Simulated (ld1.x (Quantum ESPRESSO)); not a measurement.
# A PAW potential for Cu, from input to tests

Aim: build the potential from the settings below, then test how well it stands in for the atom: other configurations, scattering, ghost states and the plane-wave cutoff that it needs.

Method: ld1.x (Quantum ESPRESSO) 7.5, LDA (PZ), scalar-relativistic.

### 1 Settings

The settings as typed:

* element: copper (Cu, Z = 29)
* type: PAW
* frozen core: [Ne]
* valence charge: 19
* reference configuration: 3s2 3p6 3d10 4s1 4p0
* partial waves: 3s (bound): rcut 1.10, rcutus 1.55 bohr; 4s (bound): rcut 1.10, rcutus 1.55 bohr; 3p (bound): rcut 1.05, rcutus 1.30 bohr; 4p (bound, empty): rcut 1.05, rcutus 1.30 bohr; 3d (bound): rcut 1.10, rcutus 1.50 bohr; 3d channel at 0.05 Ry: rcut 1.10, rcutus 1.50 bohr
* local potential: all-electron potential smoothed inside 1.20 bohr (lloc = -1)
* core correction: Bessel-smoothed model core inside 1.05 bohr
* augmentation charge: PSQ, inside the norm-conserving radii

### 2 Generating the potential

Cu.in

```
 &input
   title='Cu', zed=29., rel=1, dft='PZ', iswitch=3,
   config='[Ar] 3d10 4s1 4p0',
   nld=3, rlderiv=1.70, eminld=-10.0, emaxld=5.0, deld=0.04
 /
 &inputp
   pseudotype=3, lpaw=.true., tm=.true., lloc=-1, rcloc=1.20,
   nlcc=.true., new_core_ps=.true., rcore=1.05,
   which_augfun='PSQ', rmatch_augfun_nc=.true.,
   file_pseudopw='Cu.UPF', file_wfcaegen='ae.wfc', file_wfcncgen='nc.wfc', file_beta='beta', file_chi='chi', file_wfcusgen='us.wfc'
 /
6
3S  1  0   2.00   0.00  1.10  1.55  0.0
4S  2  0   1.00   0.00  1.10  1.55  0.0
3P  2  1   6.00   0.00  1.05  1.30  0.0
4P  3  1   0.00   0.00  1.05  1.30  0.0
3D  3  2  10.00   0.00  1.10  1.50  0.0
3D  3  2   0.00   0.05  1.10  1.50  0.0
 &test
   configts(1)='3s2 3p6 3d10 4s1 4p0'
 /
```

Launch:

```
$ ld1.x < Cu.in > Cu.out
```

What the program wrote to Cu.out (without the banner and most projector matrices):

```text
     Program LD1 v.7.5
     --------------------------- All-electron run ----------------------------

     Cu
     scalar relativistic calculation

     atomic number is 29.00
     dft =PZ   lsd =0 sic =0 latt =0  beta=0.20 tr2=1.0E-14
     Exchange-correlation= PZ
                           (   1   1   0   0   0   0   0)
     mesh =1199 r(mesh) = 100.25372 a.u. xmin = -7.00 dx = 0.01250
     1 Ry =  13.60569312 eV, c = 137.03599908

     n l     nl                  e(Ry)          e(Ha)          e(eV)
     1 0     1S 1( 2.00)      -649.2415      -324.6208     -8833.3811
     2 0     2S 1( 2.00)       -77.9384       -38.9692     -1060.4063
     2 1     2P 1( 6.00)       -67.3571       -33.6786      -916.4405
     3 0     3S 1( 2.00)        -8.3899        -4.1950      -114.1505
     3 1     3P 1( 6.00)        -5.2942        -2.6471       -72.0319
     3 2     3D 1(10.00)        -0.3913        -0.1957        -5.3243
     4 0     4S 1( 1.00)        -0.3576        -0.1788        -4.8648
     4 1     4P 1( 0.00)        -0.0577        -0.0288        -0.7850

     final scf error:  4.2E-15 reached in  29 iterations

     Etot =   -3304.518170 Ry,   -1652.259085 Ha,  -44960.260135 eV

     Ekin =    3352.291624 Ry,    1676.145812 Ha,   45610.251097 eV
     Encl =   -7962.289539 Ry,   -3981.144769 Ha, -108332.468018 eV
     Eh   =    1435.273990 Ry,     717.636995 Ha,   19527.897457 eV
     Exc  =    -129.794245 Ry,     -64.897123 Ha,   -1765.940670 eV

     normalization and overlap integrals

     s(1S/1S) =  1.000000  <r> =   0.0522  <r2> =    0.0037  r(max) =   0.0341
     s(2S/2S) =  1.000000  <r> =   0.2357  <r2> =    0.0655  r(max) =   0.1960
     s(2P/2P) =  1.000000  <r> =   0.2066  <r2> =    0.0524  r(max) =   0.1585
     s(3S/3S) =  1.000000  <r> =   0.7133  <r2> =    0.5889  r(max) =   0.6112
     s(3P/3P) =  1.000000  <r> =   0.7502  <r2> =    0.6671  r(max) =   0.6189
     s(3D/3D) =  1.000000  <r> =   1.0470  <r2> =    1.5711  r(max) =   0.5961
     s(4S/4S) =  1.000000  <r> =   2.8937  <r2> =    9.8815  r(max) =   2.2428
     s(4P/4P) =  1.000000  <r> =   4.8595  <r2> =   29.3066  r(max) =   3.5173

     ------------------------ End of All-electron run ------------------------

     --------------------- Generating PAW atomic setup --------------------

      Generating local potential from pseudized AE potential:
      Matching radius rcloc =   1.2000

      Local pseudo, rcloc= 1.200 Estimated cut-off energy=    17.33 Ry

      Computing core charge for nlcc:

       r > 1.06 : true rho core
      Core charge pseudized with two Bessel functions
      Integrated core pseudo-charge :   0.01
      Wfc-us  3S rcutus= 1.541  Estimated cut-off energy=    24.10 Ry
      Wfc-us  4S rcutus= 1.541  Estimated cut-off energy=    49.63 Ry
      Wfc-us  3P rcutus= 1.294  Estimated cut-off energy=    50.55 Ry
      Wfc-us  4P rcutus= 1.294  Estimated cut-off energy=    94.92 Ry
      Wfc-us  3D rcutus= 1.503  Estimated cut-off energy=    51.39 Ry
      Wfc-us  3D rcutus= 1.503  Estimated cut-off energy=    56.86 Ry

     Required augmentation: PSQ   radius:    1.550000

     Q pseudized with Bessel functions
     Expected ecutrho=     326.0825 due to l1=  2   l2=  2

     Estimated PAW energy = -481.375983 Ryd

     The PAW screened D coefficients
    -2.83709     3.27573     0.00000     0.00000     0.00000     0.00000
     3.27573     2.25719     0.00000     0.00000     0.00000     0.00000
     0.00000     0.00000    -3.87115    -0.17310     0.00000     0.00000
     0.00000     0.00000    -0.17310    -0.19841     0.00000     0.00000
     0.00000     0.00000     0.00000     0.00000    -1.36092    -0.72443
     0.00000     0.00000     0.00000     0.00000    -0.72443    -0.38019

     The PAW descreened D coefficients (US)
     3.11385    -0.34888     0.00000     0.00000     0.00000     0.00000
    -0.34888    -3.15802     0.00000     0.00000     0.00000     0.00000
     0.00000     0.00000     2.04069    -0.51555     0.00000     0.00000
     0.00000     0.00000    -0.51555    -0.71591     0.00000     0.00000
     0.00000     0.00000     0.00000     0.00000     5.70226     3.50622
     0.00000     0.00000     0.00000     0.00000     3.50622     2.15244

     ------------------- End of pseudopotential generation -------------------

     [... the all-electron block is printed once more ...]


     Computing logarithmic derivative in   1.69295
     Computing logarithmic derivative in   1.69295
     Computing the partial wave expansion
     R is outside the sphere for l=    0 j= 0.00
     R is outside the sphere for l=    0 j= 0.00
     R is outside the sphere for l=    1 j= 0.00
     R is outside the sphere for l=    1 j= 0.00
     R is outside the sphere for l=    2 j= 0.00
     R is outside the sphere for l=    2 j= 0.00

     ---------------------- Testing the pseudopotential ----------------------

     Cu
     scalar relativistic calculation

     atomic number is 29.00   valence charge is 19.00
     dft = SLA  PZ   NOGX NOGC   lsd =0 sic =0 latt =0  beta=0.20 tr2=1.0E-14
     mesh =1199 r(mesh) = 100.25372 xmin = -7.00 dx = 0.01250

     n l     nl             e AE (Ry)        e PS (Ry)    De AE-PS (Ry)
     1 0     3S   1( 2.00)       -8.38991       -8.38995        0.00004
     2 1     3P   1( 6.00)       -5.29424       -5.29429        0.00004
     3 2     3D   1(10.00)       -0.39133       -0.39138        0.00004
     2 0     4S   1( 1.00)       -0.35756       -0.35758        0.00002
     3 1     4P   1( 0.00)       -0.05769       -0.05772        0.00003

     eps = 8.0E-15  iter =  6

     Etot =   -3304.518170 Ry,   -1652.259085 Ha,  -44960.260135 eV
     Etotps =  -481.375990 Ry,    -240.687995 Ha,   -6549.453995 eV

     Ekin =     439.488034 Ry,     219.744017 Ha,    5979.539325 eV
     Encl =   -1144.294603 Ry,    -572.147301 Ha,  -15568.921208 eV
     Ehrt =     353.224802 Ry,     176.612401 Ha,    4805.868255 eV
     Ecxc =    -129.794223 Ry,     -64.897111 Ha,   -1765.940367 eV
     (Ecc =      -0.001862 Ry,      -0.000931 Ha,      -0.025333 eV)

     ---------------------- End of pseudopotential test ----------------------
```

It took 2.1 s on 1 thread, shared host. (Generation and the later configuration tests together.)

Partial waves on a coarse radial grid (AE all-electron, PS pseudo):

```
r (bohr)   3d AE   3d PS    4s AE    4s PS
   0.078  0.0590  0.0013  -0.0315   0.2312
   0.155  0.2501  0.0097  -0.1555   0.4411
   0.232  0.4816  0.0313  -0.0868   0.6167
   0.310  0.6858  0.0706   0.0526   0.7467
   0.388  0.8327  0.1285   0.1724   0.8206
   0.465  0.9208  0.2024   0.2402   0.8361
   0.542  0.9623  0.2884   0.2570   0.7973
   0.620  0.9694  0.3815   0.2331   0.7107
   0.698  0.9527  0.4728   0.1812   0.5878
   0.775  0.9216  0.5537   0.1136   0.4439
   0.852  0.8821  0.6192   0.0380   0.2908
   0.930  0.8378  0.6656  -0.0408   0.1383
   1.008  0.7919  0.6900  -0.1180  -0.0020
   1.085  0.7467  0.6935  -0.1901  -0.1226
   1.162  0.7027  0.6795  -0.2567  -0.2229
   1.240  0.6600  0.6526  -0.3180  -0.3046
   1.318  0.6195  0.6182  -0.3728  -0.3691
   1.395  0.5818  0.5818  -0.4205  -0.4201
   1.472  0.5464  0.5465  -0.4621  -0.4621
   1.550  0.5129  0.5129  -0.4984  -0.4984
   1.628  0.4815  0.4815  -0.5291  -0.5291
   1.705  0.4527  0.4527  -0.5545  -0.5545
   1.782  0.4257  0.4257  -0.5753  -0.5753
   1.860  0.4002  0.4002  -0.5923  -0.5923
   1.938  0.3765  0.3765  -0.6053  -0.6053
   2.015  0.3546  0.3546  -0.6148  -0.6148
```

### 3 Configuration tests

Cu.test.in

```
 &input
   title='Cu', zed=29., rel=1, dft='PZ', iswitch=2,
   config='[Ar] 3d10 4s1 4p0'
 /
 &test
   file_pseudo='Cu.UPF', nconf=10,
   configts(1)='3s2 3p6 3d10 4s1 4p0',
   configts(2)='3s2 3p6 3d10 4s0 4p0',
   configts(3)='3s2 3p6 3d9 4s0 4p0',
   configts(4)='3s2 3p6 3d8 4s0 4p0',
   configts(5)='3s2 3p6 3d9 4s2 4p0',
   configts(6)='3s2 3p6 3d10 4s0 4p1',
   configts(7)='3s2 3p6 3d9 4s1 4p0',
   configts(8)='3s2 3p6 3d9 4s1 4p1',
   configts(9)='3s2 3p6 3d10 4s1 4p0', lsdts(9)=1,
   configts(10)='3s2 3p6 3d9 4s0 4p0', lsdts(10)=1
 /
```

Launch:

```
$ ld1.x < Cu.test.in > Cu.test.out
```

Cu.test.out, the pseudopotential blocks, each with the warnings that came before it:

```text
     ---------------------- Testing the pseudopotential ----------------------

     Cu
     scalar relativistic calculation

     atomic number is 29.00   valence charge is 19.00
     dft =SLA  PZ   NOGX NOGC   lsd =0 sic =0 latt =0  beta=0.20 tr2=1.0E-14
     mesh =1199 r(mesh) = 100.25372 xmin = -7.00 dx = 0.01250

     n l     nl             e AE (Ry)        e PS (Ry)    De AE-PS (Ry)
     1 0     3S   1( 2.00)       -8.38991       -8.38995        0.00004
     2 1     3P   1( 6.00)       -5.29424       -5.29429        0.00004
     3 2     3D   1(10.00)       -0.39133       -0.39138        0.00004
     2 0     4S   1( 1.00)       -0.35756       -0.35758        0.00002
     3 1     4P   1( 0.00)       -0.05769       -0.05772        0.00003

     eps = 8.0E-15  iter =  6

     Etot =   -3304.518170 Ry,   -1652.259085 Ha,  -44960.260135 eV
     Etotps =  -481.375990 Ry,    -240.687995 Ha,   -6549.453995 eV

     Ekin =     439.488034 Ry,     219.744017 Ha,    5979.539325 eV
     Encl =   -1144.294603 Ry,    -572.147301 Ha,  -15568.921208 eV
     Ehrt =     353.224802 Ry,     176.612401 Ha,    4805.868255 eV
     Ecxc =    -129.794223 Ry,     -64.897111 Ha,   -1765.940367 eV
     (Ecc =      -0.001862 Ry,      -0.000931 Ha,      -0.025333 eV)

     ---------------------- End of pseudopotential test ----------------------

     ---------------------- Testing the pseudopotential ----------------------

     Cu
     [...]
     n l     nl             e AE (Ry)        e PS (Ry)    De AE-PS (Ry)
     1 0     3S   1( 2.00)       -9.02829       -9.02843        0.00013
     2 1     3P   1( 6.00)       -5.93481       -5.93494        0.00012
     3 2     3D   1(10.00)       -1.02947       -1.02951        0.00004
     2 0     4S   1( 0.00)       -0.89362       -0.89366        0.00004
     3 1     4P   1( 0.00)       -0.48749       -0.48750        0.00001

     eps = 1.9E-15  iter =  9

     Etot =   -3303.898252 Ry,   -1651.949126 Ha,  -44951.825730 eV
     Etotps =  -480.755989 Ry,    -240.377995 Ha,   -6541.018454 eV
     dEtot_ae =       0.619917 Ry
     dEtot_ps =       0.620001 Ry,   Delta E=      -0.000083 Ry

     [...]
     ---------------------- End of pseudopotential test ----------------------

     ---------------------- Testing the pseudopotential ----------------------

     Cu
     [...]
     n l     nl             e AE (Ry)        e PS (Ry)    De AE-PS (Ry)
     1 0     3S   1( 2.00)      -10.27453      -10.27416       -0.00037
     2 1     3P   1( 6.00)       -7.17126       -7.17085       -0.00040
     3 2     3D   1( 9.00)       -2.20362       -2.20333       -0.00029
     2 0     4S   1( 0.00)       -1.65738       -1.65749        0.00011
     3 1     4P   1( 0.00)       -1.13097       -1.13121        0.00024

     eps = 4.5E-16  iter =  9

     Etot =   -3302.304289 Ry,   -1651.152145 Ha,  -44930.138757 eV
     Etotps =  -479.162009 Ry,    -239.581004 Ha,   -6519.331249 eV
     dEtot_ae =       2.213880 Ry
     dEtot_ps =       2.213981 Ry,   Delta E=      -0.000101 Ry

     [...]
     ---------------------- End of pseudopotential test ----------------------

     BEWARE! Errors in PS-KS equations
     Warning: n=1, l=0 expected 0 nodes, found 1
     Warning: n=2, l=0 expected 1 nodes, found 4
     Warning: n=2, l=1 expected 0 nodes, found 1
     ---------------------- Testing the pseudopotential ----------------------

     Cu
     [...]
     n l     nl             e AE (Ry)        e PS (Ry)    De AE-PS (Ry)
     1 0     3S   1( 2.00)      -11.77128      -18.71762        6.94634  !
     2 1     3P   1( 6.00)       -8.65268      -11.45486        2.80217  !
     3 2     3D   1( 8.00)       -3.61951       -2.65083       -0.96868  !
     2 0     4S   1( 0.00)       -2.54486       -2.54486        0.00000
     3 1     4P   1( 0.00)       -1.91208       -1.91208        0.00000

     eps = 4.2E-16  iter = 26

     Etot =   -3299.411094 Ry,   -1649.705547 Ha,  -44890.774829 eV
     Etotps =  -212.898163 Ry,    -106.449082 Ha,   -2896.627075 eV
     dEtot_ae =       5.107076 Ry
     dEtot_ps =     268.477827 Ry,   Delta E=    -263.370751 Ry

     [...]
     ---------------------- End of pseudopotential test ----------------------
```

7 tests gave no usable energy difference (3s2 3p6 3d8 4s0 4p0; 3s2 3p6 3d9 4s2 4p0; 3s2 3p6 3d10 4s0 4p1; 3s2 3p6 3d9 4s1 4p0; others); the test run stopped with "negative rho".

Energies count from the reference configuration 3s2 3p6 3d10 4s1 4p0; the error is all-electron less pseudo.

| valence configuration | charge | ΔE all-electron (eV) | error AE − PS (meV) |
| --- | --- | --- | --- |
| 3s2 3p6 3d10 4s0 4p0 | +1 | 8.434 | -1.1 |
| 3s2 3p6 3d9 4s0 4p0 | +2 | 30.121 | -1.4 |

### 4 Scattering by logarithmic derivatives

Taken from the files of the generation run. The phase is arctan(r·u′/u) with u = r·R, unwrapped, with energies in Ry. A pole is an energy at which the radial function vanishes at the test radius. The pseudo phase is shifted by a multiple of π to meet the all-electron one at the reference energy. Levels narrower than the energy grid can be missing from the poles. Left out: s, where the overlap operator is not positive , so their phases aren't trusted. The last column is the largest difference on the grid between −1 and +1 Ry.

```tsv
channel	radius (bohr)	reference (Ry)	poles AE	poles PS	window around the reference with phases within 0.05 rad (Ry)	largest difference near zero (rad)
p	1.69	-0.06	-5.08	-5.08	the whole range	0.001
d	1.69	-0.39	0.23	0.23	the whole range	0.001
```

Phases (rad) along the scan:

```
E (Ry)    p AE    p PS    d AE    d PS
-10.00   1.368   1.367   1.389   1.389
 -9.52   1.361   1.360   1.384   1.384
 -9.04   1.353   1.352   1.379   1.379
 -8.56   1.343   1.343   1.374   1.374
 -8.08   1.332   1.332   1.369   1.369
 -7.60   1.318   1.317   1.363   1.363
 -7.12   1.298   1.297   1.356   1.356
 -6.64   1.266   1.265   1.349   1.349
 -6.16   1.200   1.199   1.340   1.341
 -5.68   0.891   0.889   1.331   1.331
 -5.20  -1.462  -1.462   1.321   1.321
 -4.72  -1.694  -1.695   1.308   1.308
 -4.24  -1.758  -1.758   1.294   1.294
 -3.76  -1.794  -1.794   1.276   1.276
 -3.28  -1.822  -1.823   1.253   1.253
 -2.80  -1.849  -1.849   1.224   1.224
 -2.32  -1.876  -1.877   1.181   1.181
 -1.84  -1.907  -1.907   1.113   1.113
 -1.36  -1.942  -1.942   0.977   0.977
 -0.88  -1.984  -1.985   0.547   0.546
 -0.40  -2.038  -2.038  -0.915  -0.915
  0.08  -2.110  -2.110  -1.498  -1.499
  0.56  -2.208  -2.208  -1.671  -1.671
  1.04  -2.350  -2.351  -1.763  -1.764
  1.52  -2.565  -2.570  -1.833  -1.834
  2.00  -2.889  -2.902  -1.900  -1.900
  2.48  -3.309  -3.336  -1.974  -1.973
  2.96  -3.711  -3.745  -2.066  -2.064
  3.44  -4.005  -4.038  -2.192  -2.189
  3.92  -4.197  -4.230  -2.382  -2.374
  4.40  -4.326  -4.357  -2.682  -2.663
  4.88  -4.416  -4.447  -3.125  -3.087
```

### 5 Plane-wave convergence, by spherical Bessel functions

This step uses the generator's waves and projectors in a separate script. Basis: spherical Bessel functions vanishing at 20 bohr, q² up to the cutoff; potential fixed at the reference.

No cutoffs are read. The overlap operator is not positive in s (lowest eigenvalue -0.130), so the test is not defined there. The ghost test is not conclusive.

### 6 Outcome

| quantity | value |
| --- | --- |
| cutoffs | not determined |
| bound ghosts | not determined |
| largest test error (AE − PS) | -1.4 meV, for 3s2 3p6 3d9 4s0 4p0 (7 tests unsolved) |
| largest phase difference near zero energy, channels read | 0.001 rad |
| lowest eigenvalue of the overlap (Bessel basis) | -0.130 (s) |
| density cutoff estimated by the generator | 326 Ry |

What this shows: The overlap operator is not positive definite in s, so a plane-wave run would break down once the basis is large enough. The worst unpolarised test, 3s2 3p6 3d9 4s0 4p0, is off by 1.4 meV on 30.1 eV; by total energies transferability rates as very good where solved. The test run broke off, so later configurations gave nothing; the verdict rests on few tests. No cutoffs are read. Ghosts could not be judged. Near zero energy the phases of the channels with partial waves that could be evaluated agree within 0.001 rad. These are tests on the free atom; a crystal test is still owed.
